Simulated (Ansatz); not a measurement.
**C2H7ClSi: two torsions**

Aim: map the energy of C2H7ClSi, SMILES CC[SiH2]Cl over two coordinates, and find its wells, ridges and stiffness.

The runs use Ansatz 0.2.0; RKS SPW92 (LDA)/def2-TZVP.

### 1 Starting geometry

SMILES `CC[SiH2]Cl`, 11 atoms, charge 0, spin multiplicity 1.

Atoms are counted from 1 here; the program's logs count them from 0.

Bond lengths: C1–C2 1.536 Å, C1–H5 1.109 Å, C1–H6 1.110 Å, C1–H7 1.110 Å, C2–Si3 1.887 Å, C2–H8 1.112 Å, C2–H9 1.112 Å, Si3–Cl4 2.091 Å, Si3–H10 1.504 Å, Si3–H11 1.504 Å. Angles: C2–C1–H5 111.5°, C2–C1–H6 111.8°, C2–C1–H7 111.8°, H5–C1–H6 107.1°, H5–C1–H7 107.1°, H6–C1–H7 107.2°, C1–C2–Si3 113.0°, C1–C2–H8 111.2°, C1–C2–H9 111.2°, Si3–C2–H8 107.6°, Si3–C2–H9 107.6°, H8–C2–H9 106.0°, C2–Si3–Cl4 109.7°, C2–Si3–H10 110.9°, C2–Si3–H11 110.9°, Cl4–Si3–H10 108.1°, Cl4–Si3–H11 108.0°, H10–Si3–H11 109.1°.

Coordinates:

```mol
C2H7ClSi
  3D, bonds by distance, orders not assigned

 11 10  0  0  0  0  0  0  0  0999 V2000
    0.0617    1.4693    0.0375 C   0  0
   -0.6726    0.1216    0.0901 C   0  0
    0.4851   -1.3566   -0.0962 Si  0  0
   -0.6190   -3.1301   -0.0185 Cl  0  0
   -0.6413    2.3198    0.1502 H   0  0
    0.5942    1.6109   -0.9259 H   0  0
    0.8159    1.5596    0.8467 H   0  0
   -1.2207   -0.0004    1.0494 H   0  0
   -1.4396    0.0504   -0.7113 H   0  0
    1.2037   -1.3124   -1.4163 H   0  0
    1.4977   -1.3891    1.0150 H   0  0
  1  2  8  0
  1  5  8  0
  1  6  8  0
  1  7  8  0
  2  3  8  0
  2  8  8  0
  2  9  8  0
  3  4  8  0
  3 10  8  0
  3 11  8  0
M  END
```

This geometry comes from a loose relaxation at PBE in a small basis, which is not shown.

### 3 Plan of the scan

First coordinate, dihedral C1–C2–Si3–Cl4: 12 values from −180 to 150 °, periodic. Second coordinate, dihedral H5–C1–C2–Si3: 11 values from −270 to −90 °.

Nothing else is relaxed (all other coordinates rigid). Energies count from the relaxed molecule at the same level. Points are written as (first, second).

(The set-up runs are not shown.)

### 4 Point (−60°, −180°)

input.yaml

```yaml
crystal:
  periodic: [false, false, false]
  atoms:
    - { symbol: C, position_ang: [0.0693, 1.42839, 0.036426] }
    - { symbol: C, position_ang: [-0.689833, 0.116663, 0.090821] }
    - { symbol: Si, position_ang: [0.464675, -1.318862, -0.094739] }
    - { symbol: Cl, position_ang: [1.455259, -1.225422, -1.892393] }
    - { symbol: H, position_ang: [-0.602515, 2.295061, 0.145343] }
    - { symbol: H, position_ang: [0.604671, 1.550168, -0.920495] }
    - { symbol: H, position_ang: [0.822007, 1.497516, 0.840046] }
    - { symbol: H, position_ang: [-1.233641, 0.003718, 1.04537] }
    - { symbol: H, position_ang: [-1.450775, 0.056796, -0.707289] }
    - { symbol: H, position_ang: [1.492569, -1.314681, 0.991997] }
    - { symbol: H, position_ang: [-0.288031, -2.611027, -0.056675] }
basis:
  gaussian: { orbitals: def2-TZVP }
hamiltonian:
  xc: lda
output:
  forces: true
```

Launch:

```
ansatz run input.yaml --threads 1 --pin off --max-ram 2560MiB --backend cpu --events-out ev --progress --plain --runs-dir out
```

Further runs follow: all other points of the grid.

What does the calculation give? Wanted: lowest point; highest computed point; largest force on an atom; dipole moment.

As calculated:

```
                       quantity                                                                    value
                   lowest point                                                  (−60°, −180°), −80 cm⁻¹
         highest computed point                                  (0°, −234°), 2036 cm⁻¹ above the lowest
largest force on an atom (eV/Å)  0.00 at (−180°, −180°) to 0.62 at (0°, −234°); 0.36 at the lowest point
              dipole moment (D)  1.72 at (0°, −234°) to 2.00 at (−180°, −234°); 1.81 at the lowest point
        time for the whole task                                         9.1 min on 1 thread, shared host
```

**Reading.** The lowest computed point is at (−60°, −180°), −80 cm⁻¹ from the relaxed molecule at the same level; the map holds 2 wells of about this depth. There is a further well near (−180°, −180°) (80 cm⁻¹ above the lowest at that grid point). The highest computed point, (0°, −234°), lies 2036 cm⁻¹ above the lowest. On the interpolated surface the easiest way out of the lowest well to the well at (−180°, −180°) passes a barrier of about 740 cm⁻¹. Round the minimum the two coordinates are nearly uncoupled.
